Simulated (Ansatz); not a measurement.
# Cl2FHMoOS: small, medium and large basis sets

An exercise on one series of results from a longer session: the logs are not shown, and one member is left open.

The runs use Ansatz 0.2.0, Gaussian basis; one geometry, several basis sets.

The runs, in order: PBE0-D4/def2-SVP; ωB97M-V/def2-SVP; PBE0-D4/def2-QZVPP; ωB97M-V/def2-QZVPP; the functionals' def2-TZVPP values are taken from earlier runs.

### The geometry

All runs share one geometry, relaxed beforehand with PBE0-D4 in a triple-zeta def2 set. Mo takes the def2 core potential; no spin-orbit term is included.

7 atoms, charge 0, spin multiplicity 1.

Atoms are counted from 1 here; the program's logs count them from 0.

Bond lengths: O1–Mo2 1.854 Å, O1–H7 0.964 Å, Mo2–F3 1.860 Å, Mo2–S4 2.063 Å, Mo2–Cl5 2.286 Å, Mo2–Cl6 2.282 Å. Angles: Mo2–O1–H7 124.9°, O1–Mo2–F3 86.2°, O1–Mo2–S4 104.0°, O1–Mo2–Cl5 88.3°, O1–Mo2–Cl6 152.1°, F3–Mo2–S4 107.9°, F3–Mo2–Cl5 146.9°, F3–Mo2–Cl6 83.4°, S4–Mo2–Cl5 105.2°, S4–Mo2–Cl6 103.7°, Cl5–Mo2–Cl6 86.5°.

As a file:

```tsv
atom	x (Å)	y (Å)	z (Å)
O1	0.81204	-0.16729	-1.36361
Mo2	-0.09528	-0.15232	0.25272
F3	-1.61882	-0.54364	-0.73933
S4	0.51576	-1.88745	1.18542
Cl5	1.35703	1.45806	0.97560
Cl6	-1.59997	0.74735	1.71352
H7	0.69044	0.47738	-2.06991
```

The first run:

The input, in.yaml:

```yaml
crystal:
  periodic: [false, false, false]
  atoms:
    - {symbol: O, position_ang: [0.812041, -0.167292, -1.363613]}
    - {symbol: Mo, position_ang: [-0.095280, -0.152320, 0.252725]}
    - {symbol: F, position_ang: [-1.618819, -0.543637, -0.739334]}
    - {symbol: S, position_ang: [0.515764, -1.887447, 1.185416]}
    - {symbol: Cl, position_ang: [1.357031, 1.458065, 0.975596]}
    - {symbol: Cl, position_ang: [-1.599974, 0.747355, 1.713525]}
    - {symbol: H, position_ang: [0.690437, 0.477378, -2.069914]}
basis:
  gaussian: {orbitals: def2-SVP}
hamiltonian: {xc: pbe0, dispersion: d4}
output: {orbitals: {seedname: orbitals}}
```

Launch:

```bash
$ ansatz run in.yaml --threads 8 --pin off --events-out ev --progress --plain --max-ram 18278MiB
```

Steps of the session up to this table: PBE0-D4 in def2-SVP; ωB97M-V in def2-SVP; PBE0-D4 in def2-QZVPP; ωB97M-V in def2-QZVPP.

One of the session's tables, all rows but one given; the rest of the session is left out.

It belongs to the step «Density functionals: the series». 

| functional | basis | HOMO (eV) | LUMO (eV) |
| --- | --- | --- | --- |
| PBE0-D4 | def2-SVP | -8.64 | -4.32 |
| PBE0-D4 | def2-TZVPP | -8.65 | -4.31 |
| PBE0-D4 | def2-QZVPP | -8.65 | -4.30 |
| ωB97M-V | def2-SVP | -10.69 | -2.16 |
| ωB97M-V | def2-TZVPP | ? | ? |
| ωB97M-V | def2-QZVPP | -10.76 | -2.20 |

Estimate the missing values for ωB97M-V, def2-TZVPP.

The run gave: HOMO (eV): -10.74; LUMO (eV): -2.20. In the column «HOMO (eV)» it lies between ωB97M-V, def2-QZVPP (-10.76) and ωB97M-V, def2-SVP (-10.69).
